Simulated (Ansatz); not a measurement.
# C₂H₆SSi: small, medium and large basis sets

An exercise on one series of results from a longer session: the logs are not shown, and one member is left open.

Program: Ansatz 0.2.0, Gaussian basis. Level of theory: one geometry, several basis sets. These are calculated values, not measurements.

The runs, in order: PBE0-D4/def2-SVP; ωB97M-V/def2-SVP; PBE0-D4/def2-QZVPP; ωB97M-V/def2-QZVPP; the functionals' def2-TZVPP values are taken from earlier runs.

## The relaxed structure

The geometry comes from an earlier relaxation with PBE0-D4 in a triple-zeta def2 set; it is a stationary point, not always the lowest conformer.

SMILES `SC1C[SiH2]1`, 10 atoms, charge 0, spin multiplicity 1.

Atoms are counted from 1 here; the program's logs count them from 0.

Bond lengths: S1–C2 1.785 Å, S1–H5 1.343 Å, C2–C3 1.546 Å, C2–Si4 1.856 Å, C2–H6 1.086 Å, C3–Si4 1.844 Å, C3–H7 1.085 Å, C3–H8 1.085 Å, Si4–H9 1.475 Å, Si4–H10 1.478 Å. Angles: C2–S1–H5 98.6°, S1–C2–C3 114.3°, S1–C2–Si4 121.2°, S1–C2–H6 114.0°, C3–C2–Si4 64.9°, C3–C2–H6 114.2°, Si4–C2–H6 118.6°, C2–C3–Si4 65.7°, C2–C3–H7 115.7°, C2–C3–H8 115.6°, Si4–C3–H7 120.1°, Si4–C3–H8 118.5°, H7–C3–H8 113.1°, C2–Si4–C3 49.4°, C2–Si4–H9 118.3°, C2–Si4–H10 118.6°, C3–Si4–H9 119.9°, C3–Si4–H10 119.0° and more.

The first run:

Contents of in.yaml:

```yaml
crystal:
  periodic: [false, false, false]
  atoms:
    - {symbol: S, position_ang: [-1.675721, 0.435790, -1.210555]}
    - {symbol: C, position_ang: [-0.074981, 0.586433, -0.434850]}
    - {symbol: C, position_ang: [0.810581, -0.674647, -0.555589]}
    - {symbol: Si, position_ang: [0.300200, -0.267541, 1.169301]}
    - {symbol: H, position_ang: [-2.408908, 1.075953, -0.285566]}
    - {symbol: H, position_ang: [0.439894, 1.515403, -0.662450]}
    - {symbol: H, position_ang: [1.833387, -0.503171, -0.874532]}
    - {symbol: H, position_ang: [0.348660, -1.526571, -1.044045]}
    - {symbol: H, position_ang: [-0.776565, -1.039388, 1.818385]}
    - {symbol: H, position_ang: [1.286552, 0.346641, 2.082903]}
basis:
  gaussian: {orbitals: def2-SVP}
hamiltonian: {xc: pbe0, dispersion: d4}
output: {orbitals: {seedname: orbitals}}
```

Command:

```sh
$ ansatz run in.yaml --threads 2 --pin off --events-out ev --progress --plain --max-ram 4352MiB
```

Steps of the session up to this table: PBE0-D4 in def2-SVP; ωB97M-V in def2-SVP; PBE0-D4 in def2-QZVPP; ωB97M-V in def2-QZVPP.

One table of the session follows, with a row left open; its other results are not shown here.

```
functional       basis  HOMO (eV)  LUMO (eV)
   PBE0-D4    def2-SVP      -6.31       0.25
   PBE0-D4  def2-TZVPP          ?          ?
   PBE0-D4  def2-QZVPP      -6.44      -0.31
   ωB97M-V    def2-SVP      -8.43       2.19
   ωB97M-V  def2-TZVPP      -8.55       1.51
   ωB97M-V  def2-QZVPP      -8.58       1.19
```

Q: Estimate the row for PBE0-D4, def2-TZVPP from the others.

**Answer.** HOMO (eV): -6.41; LUMO (eV): -0.19. In the column «HOMO (eV)» it lies between PBE0-D4, def2-QZVPP (-6.44) and PBE0-D4, def2-SVP (-6.31).
